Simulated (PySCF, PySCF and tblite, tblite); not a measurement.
# C₄H₇FS₂: a path driven as rotation about a bond, and NMR exchange, part 1 of 2

How fast is rotation about a bond in C₄H₇FS₂ (`C/C=C/SSCF`), and when do the exchanging lines merge?

Programs: PySCF 2.14.0 with density-fitted response routines of our own, and tblite 0.8.0. All values are computed, except where a source is named. Atoms count from 0 throughout.

### 1 The starting structure

14 atoms, charge 0, multiplicity 1; geometry from: force field or distance geometry start.

Bonds of the start (Å): C0–C1 1.51, C0–H7 1.09, C0–H8 1.10, C0–H9 1.10, C1–C2 1.32, C1–H10 1.09, C2–H11 1.09, C2–S3 1.74, C5–F6 1.36, C5–H12 1.10, C5–H13 1.10, S3–S4 2.07, S4–C5 1.81.

### 2 GFN2-xTB relaxation, start minimum

Job settings and geometry (Å):

```
{"job": {"xc": "GFN2-xTB", "basis": "xTB", "kind": "relax"}, "charge": 0, "multiplicity": 1}
C      2.601400     0.052500     0.607400
C      1.487700    -0.384700    -0.308100
C      0.495700     0.399800    -0.691400
S     -0.758300    -0.128900    -1.777500
S     -1.871800    -1.263000    -0.444900
C     -2.941000    -0.019500     0.313200
F     -3.657400     0.646800    -0.628800
H      3.564100    -0.048500     0.108400
H      2.609200    -0.566500     1.512000
H      2.477900     1.099800     0.917000
H      1.539100    -1.423300    -0.641500
H      0.437400     1.437100    -0.373600
H     -3.642400    -0.508100     1.005700
H     -2.342200     0.705900     0.880300
```

Launch:

```console
$ OMP_NUM_THREADS=1 python ens_run.py task.json out
```

One launch serves the whole session.

Log:

```text
step      E/eV     max force
  0    -634.82657    0.983
  1    -634.86401    0.557
  2    -634.87892    0.376
  3    -634.88322    0.241
  4    -634.88666    0.197
  5    -634.89102    0.136
  6    -634.89225    0.095
  7    -634.89361    0.071
  8    -634.89445    0.091
  9    -634.89560    0.133
 10    -634.89671    0.134
 11    -634.89777    0.096
 12    -634.89864    0.084
 13    -634.89956    0.098
 14    -634.90065    0.121
 15    -634.90180    0.111
 16    -634.90267    0.070
 17    -634.90320    0.057
 18    -634.90362    0.064
 19    -634.90416    0.080
 20    -634.90485    0.081
 21    -634.90559    0.074
 22    -634.90635    0.076
 23    -634.90726    0.088
 24    -634.90847    0.097
 25    -634.90989    0.105
 26    -634.91126    0.102
 27    -634.91241    0.088
 28    -634.91356    0.096
 29    -634.91498    0.108
 30    -634.91660    0.114
 31    -634.91809    0.109
 32    -634.91930    0.093
 33    -634.92022    0.109
 34    -634.92090    0.127
 35    -634.92202    0.098
 36    -634.92350    0.079
 37    -634.92474    0.090
 38    -634.92651    0.125
 39    -634.92858    0.150
 40    -634.93193    0.190
 41    -634.93646    0.218
 42    -634.94028    0.196
 43    -634.94215    0.171
 44    -634.94456    0.168
 45    -634.94641    0.122
 46    -634.94940    0.091
 47    -634.95227    0.129
 48    -634.95589    0.154
 49    -634.95826    0.164
 50    -634.96066    0.176
 51    -634.96377    0.169
 52    -634.96578    0.139
 53    -634.96735    0.078
 54    -634.96799    0.076
 55    -634.96898    0.084
 56    -634.96965    0.079
 57    -634.97028    0.059
 58    -634.97077    0.057
 59    -634.97126    0.061
 60    -634.97189    0.089
 61    -634.97271    0.088
 62    -634.97391    0.093
 63    -634.97546    0.111
 64    -634.97726    0.104
 65    -634.97880    0.118
 66    -634.97996    0.130
 67    -634.98100    0.120
 68    -634.98201    0.093
 69    -634.98341    0.082
 70    -634.98410    0.094
 71    -634.98477    0.074
 72    -634.98539    0.070
 73    -634.98637    0.095
 74    -634.98736    0.092
 75    -634.98882    0.101
 76    -634.99026    0.108
 77    -634.99231    0.115
 78    -634.99559    0.133
 79    -634.99881    0.196
 80    -634.99555    0.410
 81    -635.00386    0.116
 82    -635.00550    0.114
 83    -635.00822    0.131
 84    -635.00956    0.104
 85    -635.01165    0.087
 86    -635.01241    0.117
 87    -635.01356    0.092
 88    -635.01504    0.089
 89    -635.01579    0.113
 90    -635.01707    0.106
 91    -635.01849    0.080
 92    -635.02079    0.124
 93    -635.02212    0.112
 94    -635.02028    0.308
 95    -635.02568    0.118
 96    -635.02741    0.078
 97    -635.02594    0.320
 98    -635.02974    0.063
 99    -635.03048    0.056
100    -635.03132    0.097
101    -635.03180    0.052
102    -635.03222    0.045
103    -635.03260    0.041
104    -635.03278    0.037
105    -635.03289    0.023
106    -635.03297    0.018
107    -635.03303    0.020
108    -635.03308    0.018
109    -635.03313    0.017
110    -635.03318    0.020
111    -635.03323    0.017
112    -635.03328    0.019
113    -635.03333    0.022
114    -635.03341    0.028
115    -635.03355    0.035
116    -635.03380    0.045
117    -635.03416    0.052
118    -635.03455    0.049
119    -635.03487    0.036
120    -635.03509    0.032
121    -635.03524    0.028
122    -635.03533    0.018
123    -635.03536    0.021
124    -635.03538    0.014
125    -635.03541    0.014
126    -635.03547    0.016
127    -635.03551    0.016
128    -635.03556    0.017
129    -635.03561    0.020
130    -635.03567    0.021
131    -635.03573    0.025
132    -635.03579    0.023
133    -635.03587    0.017
134    -635.03594    0.017
135    -635.03599    0.014
136    -635.03601    0.011
137    -635.03602    0.007
138    -635.03603    0.006
139    -635.03604    0.007
140    -635.03605    0.006
141    -635.03606    0.007
142    -635.03607    0.010
143    -635.03609    0.012
144    -635.03611    0.013
145    -635.03614    0.015
146    -635.03618    0.012
147    -635.03622    0.011
148    -635.03626    0.012
149    -635.03628    0.011
150    -635.03629    0.007
151    -635.03630    0.008
152    -635.03630    0.009
153    -635.03631    0.008
154    -635.03632    0.009
155    -635.03634    0.009
156    -635.03636    0.011
157    -635.03639    0.016
158    -635.03642    0.015
159    -635.03645    0.011
160    -635.03647    0.010
161    -635.03647    0.007
162    -635.03648    0.007
163    -635.03648    0.005
164    -635.03648    0.005
165    -635.03649    0.004
166    -635.03649    0.004
167    -635.03649    0.003
```

It took 0.97 s on 1 thread of INTEL XEON PLATINUM 8581C at 2.30GHz, shared host.

The energy fell by 0.210 eV, and the atoms moved 0.81 Å (root mean square).

### 3 Relaxed scan, rotation

Job settings and geometry (Å):

```
{"job": {"xc": "GFN2-xTB", "basis": "xTB", "coordinate": [["t", [2, 3, 4, 5], 1.0]], "kind": "drive"}, "charge": 0, "multiplicity": 1}
C      2.434066    -0.042113     0.682501
C      1.124334    -0.133172    -0.024334
C      0.693166     0.763130    -0.893635
S     -0.837433     0.742730    -1.781089
S     -1.786273    -0.938661    -1.154215
C     -2.725938    -0.347975     0.302448
F     -3.870303     0.285323    -0.055031
H      3.044838    -0.912063     0.443958
H      2.277808    -0.033735     1.760881
H      2.973074     0.857025     0.396138
H      0.521923    -1.002897     0.205433
H      1.254863     1.642563    -1.165280
H     -2.991824    -1.232475     0.885401
H     -2.112977     0.351847     0.874971
```

Log:

```text
point  coordinate     E/eV
  0    103.800     -635.02097
  1    118.600     -634.98205
  2    133.600     -634.93345
  3    148.800     -634.89251
  4    163.900     -634.86972
  5    179.000     -634.85996
  6    194.200     -634.87045
  7    209.300     -634.89399
  8    224.500     -634.93760
  9    239.500     -634.99071
 10    254.400     -635.03781
 11    269.100     -635.06289
```

Wall time 3.1 s (1 thread of INTEL XEON PLATINUM 8581C at 2.30GHz, shared host).

The highest point is number 5, 3.7 kcal/mol above the first.

### 4 Nudged elastic band, leg 1

Changed since step 3:

```diff
@@ -1,2 +1,2 @@
-{"job": {"xc": "GFN2-xTB", "basis": "xTB", "coordinate": [["t", [2, 3, 4, 5], 1.0]], "kind": "drive"}, "charge": 0, "multiplicity": 1}
+{"job": {"xc": "GFN2-xTB", "basis": "xTB", "kind": "neb"}, "charge": 0, "multiplicity": 1}
 C      2.434066    -0.042113     0.682501
```

Log:

```text
image   E - E0 / eV
  0       0.0000
  1       0.0497
  2       0.1486
  3       0.1769
  4       0.1001
  5       0.0020
  6      -0.0351
```

Run time: 1.4 s. Hardware: 1 thread of INTEL XEON PLATINUM 8581C at 2.30GHz, shared host; peak memory 0.2 GiB.

The highest point is number 3, 4.1 kcal/mol above the first.

### 5 Saddle search, leg 1

Job settings and geometry (Å):

```
{"job": {"xc": "GFN2-xTB", "basis": "xTB", "kind": "saddle"}, "charge": 0, "multiplicity": 1}
C      2.945121    -0.156732     0.238459
C      1.457889    -0.086056     0.170696
C      0.798244     0.886236    -0.438382
S     -0.934860     1.129184    -0.476565
S     -1.667501    -0.591024     0.442060
C     -3.415994    -0.376180     0.011696
F     -3.656244    -0.594913    -1.305588
H      3.307014    -1.099991    -0.167943
H      3.257977    -0.104818     1.281591
H      3.403648     0.664515    -0.306894
H      0.918773    -0.873514     0.680770
H      1.286816     1.687818    -0.970697
H     -3.964317    -1.124737     0.588193
H     -3.736566     0.640211     0.252604
```

Log:

```text
step      E/eV     max force
  0    -634.85962   0.0420
  1    -634.86416   0.1346
  2    -634.86297   0.0434
  3    -634.86469   0.0286
  4    -634.86544   0.0783
  5    -634.86525   0.0100
  6    -634.86563   0.0165
  7    -634.86577   0.0274
  8    -634.86587   0.0221
  9    -634.86594   0.0107
 10    -634.86595   0.0094
 11    -634.86595   0.0000
lowest wavenumbers (cm-1): -32.4 65.7 92.4 107.6 162.4 190.4
```

Run time: 3.3 s. Hardware: 1 thread of INTEL XEON PLATINUM 8581C at 2.30GHz, shared host; peak memory 0.2 GiB.

Point group C1; 1 imaginary mode, 32i cm⁻¹, carried by F6, S4, S3, C0. Steps downhill from it reached both ends.

### 6 Shieldings, start: PBE0/pcSseg-1

Job settings and geometry (Å):

```
{"job": {"kind": "nmr", "xc": "PBE0", "basis": "pcSseg-1", "pop": false}, "charge": 0, "multiplicity": 1}
C      2.434066    -0.042113     0.682501
C      1.124334    -0.133172    -0.024334
C      0.693166     0.763130    -0.893635
S     -0.837433     0.742730    -1.781089
S     -1.786273    -0.938661    -1.154215
C     -2.725938    -0.347975     0.302448
F     -3.870303     0.285323    -0.055031
H      3.044838    -0.912063     0.443958
H      2.277808    -0.033735     1.760881
H      2.973074     0.857025     0.396138
H      0.521923    -1.002897     0.205433
H      1.254863     1.642563    -1.165280
H     -2.991824    -1.232475     0.885401
H     -2.112977     0.351847     0.874971
```

Log:

```text
coarse grid: 13024 points
cycle   1  E = -1052.0995211164  dE =  8.248e-01  |g| = 5.316e-01  |ddm| = 3.509e+00
cycle   2  E = -1052.0596843537  dE =  3.984e-02  |g| = 7.328e-01  |ddm| = 8.015e-01
cycle   3  E = -1052.1552485933  dE = -9.556e-02  |g| = 5.950e-02  |ddm| = 4.778e-01
cycle   4  E = -1052.1558324262  dE = -5.838e-04  |g| = 2.654e-02  |ddm| = 6.711e-02
cycle   5  E = -1052.1559793531  dE = -1.469e-04  |g| = 9.376e-03  |ddm| = 2.769e-02
cycle   6  E = -1052.1559991288  dE = -1.978e-05  |g| = 3.631e-03  |ddm| = 1.177e-02
cycle   7  E = -1052.1560023262  dE = -3.197e-06  |g| = 6.937e-04  |ddm| = 3.829e-03
final grid: 117536 points
cycle   8  E = -1052.2086446581  dE = -2.977e-05  |g| = 9.659e-03  |ddm| = 2.866e-02
cycle   9  E = -1052.2086251817  dE =  1.948e-05  |g| = 1.298e-02  |ddm| = 2.035e-02
cycle  10  E = -1052.2086670844  dE = -4.190e-05  |g| = 1.180e-03  |ddm| = 1.306e-02
cycle  11  E = -1052.2086674081  dE = -3.237e-07  |g| = 3.602e-04  |ddm| = 1.482e-03
cycle  12  E = -1052.2086674386  dE = -3.051e-08  |g| = 1.195e-04  |ddm| = 4.630e-04
cycle  13  E = -1052.2086674423  dE = -3.626e-09  |g| = 2.783e-05  |ddm| = 1.316e-04
cycle  14  E = -1052.2086674424  dE = -1.660e-10  |g| = 7.489e-06  |ddm| = 2.740e-05
converged SCF energy = -1052.2086674424

GIAO shielding tensors (ppm)
atom      isotropic    diamagn.    paramagn.     s11        s22        s33       span
  0 C      165.774     245.673     -79.899    149.945    161.314    186.062     36.117
  1 C       59.479     256.777    -197.298    -53.253     56.257    175.431    228.684
  2 C       57.970     259.310    -201.340    -41.204     85.161    129.955    171.159
  3 S      410.839    1055.585    -644.746    311.145    342.173    579.198    268.053
  4 S      443.785    1056.471    -612.686    297.124    349.126    685.107    387.983
  5 C       88.268     248.956    -160.688     52.175     89.267    123.363     71.188
  6 F      380.761     467.348     -86.587    331.154    352.966    458.162    127.009
  7 H       29.693      27.318       2.375     25.455     27.401     36.223     10.768
  8 H       29.736      28.499       1.238     25.490     27.812     35.906     10.416
  9 H       29.691      28.518       1.173     25.529     29.151     34.392      8.863
 10 H       25.514      33.124      -7.611     21.852     22.618     32.071     10.219
 11 H       25.871      31.981      -6.110     23.032     25.797     28.785      5.752
 12 H       26.052      29.279      -3.227     20.349     27.134     30.672     10.323
 13 H       26.455      30.569      -4.114     19.885     29.621     29.859      9.975
```

Wall time 20 s (1 thread of INTEL XEON PLATINUM 8581C at 2.30GHz, shared host); peak memory 0.76 GiB.

In short: HOMO -6.55 eV, LUMO -0.61 eV; dipole 3.16 D.

### 7 Shieldings, saddle of leg 1: PBE0/pcSseg-1

Job settings and geometry (Å):

```
{"job": {"kind": "nmr", "xc": "PBE0", "basis": "pcSseg-1", "pop": false}, "charge": 0, "multiplicity": 1}
C      2.947008    -0.141834     0.267041
C      1.460946    -0.089866     0.158885
C      0.805821     0.897406    -0.430142
S     -0.926795     1.057830    -0.616344
S     -1.653464    -0.664617     0.306742
C     -3.418735    -0.367186     0.025391
F     -3.803781    -0.713051    -1.229673
H      3.324828    -1.039815    -0.220853
H      3.243034    -0.185476     1.314729
H      3.404905     0.729687    -0.193705
H      0.920758    -0.919632     0.594255
H      1.297352     1.746179    -0.880402
H     -3.957210    -1.001427     0.733318
H     -3.644667     0.691804     0.170758
```

Log:

```text
coarse grid: 13024 points
cycle   1  E = -1052.0864544076  dE =  8.254e-01  |g| = 5.415e-01  |ddm| = 3.476e+00
cycle   2  E = -1052.0379513959  dE =  4.850e-02  |g| = 7.622e-01  |ddm| = 8.448e-01
cycle   3  E = -1052.1444738646  dE = -1.065e-01  |g| = 6.004e-02  |ddm| = 5.323e-01
cycle   4  E = -1052.1450632332  dE = -5.894e-04  |g| = 3.083e-02  |ddm| = 7.775e-02
cycle   5  E = -1052.1452707262  dE = -2.075e-04  |g| = 1.126e-02  |ddm| = 3.273e-02
cycle   6  E = -1052.1453002289  dE = -2.950e-05  |g| = 3.324e-03  |ddm| = 1.200e-02
cycle   7  E = -1052.1453029004  dE = -2.672e-06  |g| = 5.509e-04  |ddm| = 3.155e-03
final grid: 117536 points
cycle   8  E = -1052.1983993575  dE = -2.809e-05  |g| = 9.579e-03  |ddm| = 2.674e-02
cycle   9  E = -1052.1983832561  dE =  1.610e-05  |g| = 1.240e-02  |ddm| = 1.965e-02
cycle  10  E = -1052.1984216898  dE = -3.843e-05  |g| = 1.049e-03  |ddm| = 1.199e-02
cycle  11  E = -1052.1984219323  dE = -2.425e-07  |g| = 3.460e-04  |ddm| = 1.179e-03
cycle  12  E = -1052.1984219610  dE = -2.876e-08  |g| = 1.059e-04  |ddm| = 4.143e-04
cycle  13  E = -1052.1984219639  dE = -2.817e-09  |g| = 2.610e-05  |ddm| = 1.099e-04
cycle  14  E = -1052.1984219640  dE = -1.369e-10  |g| = 6.905e-06  |ddm| = 2.498e-05
converged SCF energy = -1052.1984219640

GIAO shielding tensors (ppm)
atom      isotropic    diamagn.    paramagn.     s11        s22        s33       span
  0 C      164.665     245.276     -80.611    149.840    157.344    186.811     36.971
  1 C       60.311     257.538    -197.228    -44.150     62.316    162.766    206.916
  2 C       60.208     259.787    -199.579    -35.471     85.132    130.963    166.434
  3 S      395.992    1057.313    -661.322    250.136    317.225    620.614    370.478
  4 S      424.890    1058.280    -633.390    291.373    354.817    628.481    337.108
  5 C       95.538     244.333    -148.795     45.627     93.963    147.026    101.399
  6 F      374.457     471.723     -97.266    319.893    353.132    450.346    130.453
  7 H       29.649      27.326       2.323     25.334     27.624     35.989     10.655
  8 H       29.688      27.298       2.390     25.378     27.613     36.071     10.693
  9 H       29.867      27.965       1.902     26.037     29.129     34.434      8.398
 10 H       26.420      33.918      -7.499     21.868     23.717     33.673     11.805
 11 H       25.859      32.070      -6.211     22.668     25.612     29.295      6.627
 12 H       25.872      27.722      -1.850     19.619     26.593     31.404     11.786
 13 H       25.978      28.596      -2.618     20.294     26.930     30.710     10.416
```

It took 18 s on 1 thread of INTEL XEON PLATINUM 8581C at 2.30GHz, shared host; peak memory 0.77 GiB.

This run: HOMO -5.98 eV, LUMO -1.09 eV; dipole 1.75 D.

### 8 Shieldings, end: PBE0/pcSseg-1

Job settings and geometry (Å):

```
{"job": {"kind": "nmr", "xc": "PBE0", "basis": "pcSseg-1", "pop": false}, "charge": 0, "multiplicity": 1}
C      2.447267    -0.405774    -0.103020
C      1.077258     0.054690     0.259697
C      0.613942     1.262249    -0.003804
S     -0.996532     1.889779     0.379954
S     -1.955913     0.376654     1.333776
C     -2.723176    -0.544903    -0.048638
F     -1.855999    -1.427955    -0.610234
H      2.382515    -1.271096    -0.761849
H      2.985310    -0.711823     0.793577
H      3.008425     0.379517    -0.603040
H      0.457313    -0.672766     0.766405
H      1.186518     2.025830    -0.505500
H     -3.559822    -1.108325     0.368918
H     -3.043397     0.157376    -0.820810
```

Log:

```text
coarse grid: 13024 points
cycle   1  E = -1052.0997409547  dE =  8.252e-01  |g| = 5.332e-01  |ddm| = 3.516e+00
cycle   2  E = -1052.0535254779  dE =  4.622e-02  |g| = 7.497e-01  |ddm| = 8.664e-01
cycle   3  E = -1052.1562519069  dE = -1.027e-01  |g| = 6.328e-02  |ddm| = 5.341e-01
cycle   4  E = -1052.1568907442  dE = -6.388e-04  |g| = 3.137e-02  |ddm| = 7.655e-02
cycle   5  E = -1052.1571030552  dE = -2.123e-04  |g| = 1.104e-02  |ddm| = 3.454e-02
cycle   6  E = -1052.1571316698  dE = -2.861e-05  |g| = 3.710e-03  |ddm| = 1.339e-02
cycle   7  E = -1052.1571349852  dE = -3.315e-06  |g| = 6.296e-04  |ddm| = 3.816e-03
final grid: 117536 points
cycle   8  E = -1052.2102094789  dE = -2.849e-05  |g| = 9.600e-03  |ddm| = 2.678e-02
cycle   9  E = -1052.2101917398  dE =  1.774e-05  |g| = 1.273e-02  |ddm| = 1.969e-02
cycle  10  E = -1052.2102313926  dE = -3.965e-05  |g| = 9.617e-04  |ddm| = 1.236e-02
cycle  11  E = -1052.2102316061  dE = -2.135e-07  |g| = 3.436e-04  |ddm| = 1.340e-03
cycle  12  E = -1052.2102316340  dE = -2.790e-08  |g| = 1.140e-04  |ddm| = 4.313e-04
cycle  13  E = -1052.2102316373  dE = -3.285e-09  |g| = 2.635e-05  |ddm| = 1.242e-04
cycle  14  E = -1052.2102316375  dE = -1.628e-10  |g| = 5.711e-06  |ddm| = 2.493e-05
converged SCF energy = -1052.2102316375

GIAO shielding tensors (ppm)
atom      isotropic    diamagn.    paramagn.     s11        s22        s33       span
  0 C      165.767     245.999     -80.232    150.047    161.287    185.966     35.919
  1 C       57.391     256.516    -199.125    -55.501     53.720    173.953    229.454
  2 C       58.743     259.450    -200.707    -36.591     84.208    128.612    165.203
  3 S      385.828    1055.834    -670.006    281.031    322.427    554.026    272.995
  4 S      442.789    1056.002    -613.213    313.601    337.816    676.949    363.348
  5 C       81.232     240.787    -159.556     41.635     87.223    114.837     73.201
  6 F      373.437     478.828    -105.392    318.844    343.485    457.981    139.137
  7 H       29.688      28.710       0.978     25.379     27.931     35.753     10.374
  8 H       29.734      27.467       2.267     25.519     27.451     36.232     10.713
  9 H       29.774      28.711       1.062     25.685     29.132     34.503      8.818
 10 H       25.079      32.812      -7.733     21.124     22.669     31.445     10.322
 11 H       25.924      32.117      -6.193     23.222     25.770     28.778      5.556
 12 H       25.776      26.995      -1.219     20.179     26.287     30.863     10.684
 13 H       26.298      27.988      -1.690     20.557     27.350     30.986     10.430
```

Wall time 18 s (1 thread of INTEL XEON PLATINUM 8581C at 2.30GHz, shared host); peak memory 0.78 GiB.

In short: HOMO -6.43 eV, LUMO -0.59 eV; dipole 0.78 D.

(Continued in part 2 of 2.)
